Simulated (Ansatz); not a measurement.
# Cr (Chromium): the cost of one run

Method: DFT PBE, scalar-relativistic, plane waves, PAW, in Ansatz 0.2.0.

2 further runs of the same task are left out: 2 set aside as unsound or not needed.

### 1 The system as given

It takes space group Im-3m (No. 229, cubic). The conventional cell has a = 2.848 Å, b = 2.848 Å, c = 2.848 Å, α = 90.00°, β = 90.00°, γ = 90.00°. Cr (site symmetry m-3m) has 8 Cr at 2.47 Å as nearest neighbours.

Structure file:

```
Cr
1.0
    -1.42392    1.42392    1.42392
     1.42392   -1.42392    1.42392
     1.42392    1.42392   -1.42392
Cr
1
Direct
  0.00000 0.00000 0.00000
```

It is the result of an earlier relaxation at this level (volume 11.55 Å³/atom; gap on the mesh: none (metal)).

### 2 The bulk in the cell of the plane

Input file input.yaml:

```yaml
crystal:
  lattice:
    - [2.4662931327, 0.0, 0.0]
    - [-0.8220977109, 2.3252434647, 0.0]
    - [0.8220977109, 1.1626217324, 2.0137199105]
  atoms:
    - { symbol: Cr, position: [0.0, 0.0, 0.0] }
basis:
  ecutwfc: 420
kpoints:
  mp_grid: { grid: [15, 15, 17] }
hamiltonian:
  xc: pbe
scf:
  occupations: { method: gaussian, width: 0.1 }
output:
  forces: true
  stress: true
  eigenvalues: true
```

Started as:

```sh
ansatz run input.yaml --threads 1 --pin off --max-ram 2560MiB --backend cpu --events-out ev --progress --plain --runs-dir out
```

Q: Estimate wall time and peak memory on 1 thread of Arm Neoverse V2, shared host.

About 6.4 s, with a peak of 0.42 GiB.
